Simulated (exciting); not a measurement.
# Hf (Pm-3m) in exciting: reference runs

How does Hf come out in PBEsol? The cell is run as given.

Program: exciting (release sodium). These are calculated values, not measurements. Logs are shortened: lines on timing, memory, paths and dates and some standing lists are left out, and cuts for length are marked.

## 1. The structure

Symmetry: Pm-3m, No. 221, cubic system. Conventional cell: a = 2.914 Å, b = 2.914 Å, c = 2.914 Å, α = 90.00°, β = 90.00°, γ = 90.00°. Hf (site symmetry m-3m) has 6 Hf at 2.91 Å as nearest neighbours.

The cell was built by a generator and needn't be a form met in nature.

## 2. Single point, PBEsol

The input, input.xml:

```xml
<input>
  <title>Hf</title>
  <structure speciespath="./" tshift="false">
    <crystal scale="1">
      <basevect>5.506302879196 0.000000000000 0.000000000000</basevect>
      <basevect>0.000000000000 5.506302879196 0.000000000000</basevect>
      <basevect>0.000000000000 0.000000000000 5.506302879196</basevect>
    </crystal>
    <species speciesfile="Hf.xml" rmt="2.3">
      <atom coord="0.500000000000 0.500000000000 0.500000000000"/>
    </species>
  </structure>
  <groundstate do="fromscratch" ngridk="9 9 9" rgkmax="9" gmaxvr="14" lmaxapw="10" lmaxmat="10" lmaxvr="8" xctype="GGA_PBE_SOL" stype="Fermi Dirac" swidth="0.00183747" nempty="12" ValenceRelativity="iora*" epsengy="1e-05" epspot="1e-05" maxscl="60" tforce="true" outputlevel="normal"/>
</input>
```

Potentials or basis: all-electron LAPW+lo, shipped species files, valence relativity iora*.

Command:

```sh
> OMP_NUM_THREADS=1 exciting_smp
```

INFO.OUT:

```text
================================================================================
EXCITING SODIUM started
[... 10 lines left out ...]

 Lattice vectors (cartesian) :
      5.5063028792      0.0000000000      0.0000000000
      0.0000000000      5.5063028792      0.0000000000
      0.0000000000      0.0000000000      5.5063028792

 Reciprocal lattice vectors (cartesian) :
      1.1410896649      0.0000000000      0.0000000000
      0.0000000000      1.1410896649      0.0000000000
      0.0000000000      0.0000000000      1.1410896649

 Unit cell volume                           :     166.9476420211
 Brillouin zone volume                      :       1.4857964476

 Species :    1 (Hf)
     parameters loaded from                 :    Hf.xml
     name                                   :    hafnium
     nuclear charge                         :     -72.00000000
     electronic charge                      :      72.00000000
     atomic mass                            :  325367.36570000
     muffin-tin radius                      :       2.30000000
     # of radial points in muffin-tin       :     450

     atomic positions (lattice) :
       1 :   0.50000000  0.50000000  0.50000000

 Total number of atoms per unit cell        :       1

 Spin treatment                             :    spin-unpolarised

 Number of Bravais lattice symmetries       :      48
 Number of crystal symmetries               :      48

 k-point grid                               :       9    9    9
 Total number of k-points                   :      35
 k-point set is reduced with crystal symmetries

 R^MT_min * |G+k|_max (rgkmax)              :       9.00000000
 Species with R^MT_min                      :       1 (Hf)
 Maximum |G+k| for APW functions            :       3.91304348
 Maximum |G| for potential and density      :      14.00000000

 G-vector grid sizes                        :      25    25    25
 Total number of G-vectors                  :    7809

 Maximum angular momentum used for
     APW functions                          :      10
     computing H and O matrix elements      :      10
     potential and density                  :       8
     inner part of muffin-tin               :       2

 Total nuclear charge                       :     -72.00000000
 Total electronic charge                    :      72.00000000
 Total core charge                          :      46.00000000
 Total valence charge                       :      26.00000000

 Number of empty states                     :      12
 Total number of valence states             :      26

 Maximum Hamiltonian size                   :     202
 Maximum number of plane-waves              :     175
 Total number of local-orbitals             :      27

 Exchange-correlation type                  :      22
     PBEsol, Phys. Rev. Lett. 100, 136406 (2008)
     Generalised gradient approximation (GGA)

[... 20 lines left out ...]
+ SCF iteration number :    1                                                  +
++++++++++++++++++++++++++++++++++++++++++++++++++++++++++++++++++++++++++++++++
 Total energy                               :    -15082.49485737
 _______________________________________________________________
 Fermi energy                               :         0.33046902
 Kinetic energy                             :     16888.77759658
 Coulomb energy                             :    -31666.18025572
 Exchange energy                            :      -300.24561975
 Correlation energy                         :        -4.84657848

 DOS at Fermi energy (states/Ha/cell)       :        44.82501309

 Electron charges :
     core                                   :        46.00000000
     core leakage                           :         0.00001616
     valence                                :        26.00000000
     interstitial                           :         2.84012651
     charge in muffin-tin spheres :
                  atom     1    Hf          :        69.15987349
     total charge in muffin-tins            :        69.15987349
     total charge                           :        72.00000000

++++++++++++++++++++++++++++++++++++++++++++++++++++++++++++++++++++++++++++++++
+ SCF iteration number :    2                                                  +
++++++++++++++++++++++++++++++++++++++++++++++++++++++++++++++++++++++++++++++++
 Total energy                               :    -15090.86290170
 _______________________________________________________________
 Fermi energy                               :         0.32728544
 Kinetic energy                             :     16884.13231813
 Coulomb energy                             :    -31669.73546946
 Exchange energy                            :      -300.41147505
 Correlation energy                         :        -4.84827532

 DOS at Fermi energy (states/Ha/cell)       :        42.40075933

 Electron charges :
     core                                   :        46.00000000
     core leakage                           :         0.00001574
     valence                                :        26.00000000
     interstitial                           :         2.79952815
     charge in muffin-tin spheres :
                  atom     1    Hf          :        69.20047185
     total charge in muffin-tins            :        69.20047185
     total charge                           :        72.00000000

 RMS change in effective potential (target) :  0.279876E-01  ( 0.100000E-04)
 Absolute change in total energy   (target) :   8.36804      ( 0.100000E-04)
 Charge distance                   (target) :  0.158756E-02  ( 0.100000E-04)
 Abs. change in max-nonIBS-force   (target) :   0.00000      ( 0.500000E-04)

++++++++++++++++++++++++++++++++++++++++++++++++++++++++++++++++++++++++++++++++
+ SCF iteration number :    3                                                  +
++++++++++++++++++++++++++++++++++++++++++++++++++++++++++++++++++++++++++++++++
 Total energy                               :    -15092.77068665
 _______________________________________________________________
 Fermi energy                               :         0.32621286
 Kinetic energy                             :     16882.80951556
 Coulomb energy                             :    -31670.28579128
 Exchange energy                            :      -300.44575097
 Correlation energy                         :        -4.84865996

 DOS at Fermi energy (states/Ha/cell)       :        41.06296322

 Electron charges :
     core                                   :        46.00000000
     core leakage                           :         0.00001565
     valence                                :        26.00000000
     interstitial                           :         2.78140200
     charge in muffin-tin spheres :
                  atom     1    Hf          :        69.21859800
     total charge in muffin-tins            :        69.21859800
     total charge                           :        72.00000000
[... 213 lines left out ...]
 DOS at Fermi energy (states/Ha/cell)       :        40.26053564

 Electron charges :
     core                                   :        46.00000000
     core leakage                           :         0.00001561
     valence                                :        26.00000000
     interstitial                           :         2.76470772
     charge in muffin-tin spheres :
                  atom     1    Hf          :        69.23529228
     total charge in muffin-tins            :        69.23529228
     total charge                           :        72.00000000

 RMS change in effective potential (target) :  0.580605E-08  ( 0.100000E-04)
 Absolute change in total energy   (target) :  0.205574E-05  ( 0.100000E-04)
 Charge distance                   (target) :  0.174673E-08  ( 0.100000E-04)
 Abs. change in max-nonIBS-force   (target) :   0.00000      ( 0.500000E-04)

++++++++++++++++++++++++++++++++++++++++++++++++++++++++++++++++++++++++++++++++
+ SCF iteration number :   12                                                  +
++++++++++++++++++++++++++++++++++++++++++++++++++++++++++++++++++++++++++++++++
 Total energy                               :    -15093.24441999
 _______________________________________________________________
 Fermi energy                               :         0.32638033
 Kinetic energy                             :     16882.13445688
 Coulomb energy                             :    -31670.07997511
 Exchange energy                            :      -300.45011923
 Correlation energy                         :        -4.84878254

 DOS at Fermi energy (states/Ha/cell)       :        40.26053213

 Electron charges :
     core                                   :        46.00000000
     core leakage                           :         0.00001561
     valence                                :        26.00000000
     interstitial                           :         2.76470771
     charge in muffin-tin spheres :
                  atom     1    Hf          :        69.23529229
     total charge in muffin-tins            :        69.23529229
     total charge                           :        72.00000000

 RMS change in effective potential (target) :  0.928526E-09  ( 0.100000E-04)
 Absolute change in total energy   (target) :  0.102051E-05  ( 0.100000E-04)
 Charge distance                   (target) :  0.603224E-09  ( 0.100000E-04)
 Abs. change in max-nonIBS-force   (target) :   0.00000      ( 0.500000E-04)

++++++++++++++++++++++++++++++++++++++++++++++++++++++++++++++++++++++++++++++++
| Convergency criteria checked for the last 2 iterations                       +
| Convergence targets achieved. Performing final SCF iteration                 +
++++++++++++++++++++++++++++++++++++++++++++++++++++++++++++++++++++++++++++++++
 Total energy                               :    -15093.24441992
 _______________________________________________________________
 Fermi energy                               :         0.32638033
 Kinetic energy                             :     16882.13445689
 Coulomb energy                             :    -31670.07997506
 Exchange energy                            :      -300.45011922
 Correlation energy                         :        -4.84878254

 DOS at Fermi energy (states/Ha/cell)       :        40.26053253

 Electron charges :
     core                                   :        46.00000000
     core leakage                           :         0.00001561
     valence                                :        26.00000000
     interstitial                           :         2.76470772
     charge in muffin-tin spheres :
                  atom     1    Hf          :        69.23529228
     total charge in muffin-tins            :        69.23529228
     total charge                           :        72.00000000

++++++++++++++++++++++++++++++++++++++++++++++++++++++++++++++++++++++++++++++++
+ Self-consistent loop stopped                                                 +
++++++++++++++++++++++++++++++++++++++++++++++++++++++++++++++++++++++++++++++++
 STATE.OUT is written

--------------------------------------------------------------------------------
- Writing atomic positions and forces                                          -
--------------------------------------------------------------------------------

 Atomic positions (lattice) :
 atom     1  Hf  :     0.50000000    0.50000000    0.50000000

 Total atomic forces including IBS (cartesian) :
 atom     1  Hf  :     0.00000000    0.00000000    0.00000000

 Atomic force components including IBS (cartesian) :
 atom     1  Hf  :     0.00000000    0.00000000    0.00000000   HF force
                 :     0.00000000    0.00000000    0.00000000   core correction
                 :     0.00000000    0.00000000    0.00000000   IBS correction

********************************************************************************
[... 7 lines left out ...]
| EXCITING SODIUM stopped                                                      =
================================================================================
```

Wall time 16 s (1 thread of Intel Xeon 6975P-C (Granite Rapids), shared host); peak memory 0.1 GiB.

Results:

```
Free energy                                       : -410708.1164 eV
Band gap on the k mesh                            : none (metal or under the smearing width)
All electrons inside the program's atomic spheres : Hf 69.24 (radii Hf 2.3 bohr)
```

Caveat: the log's total energy holds no entropy term; the free energy is that total less TS from the occupations.
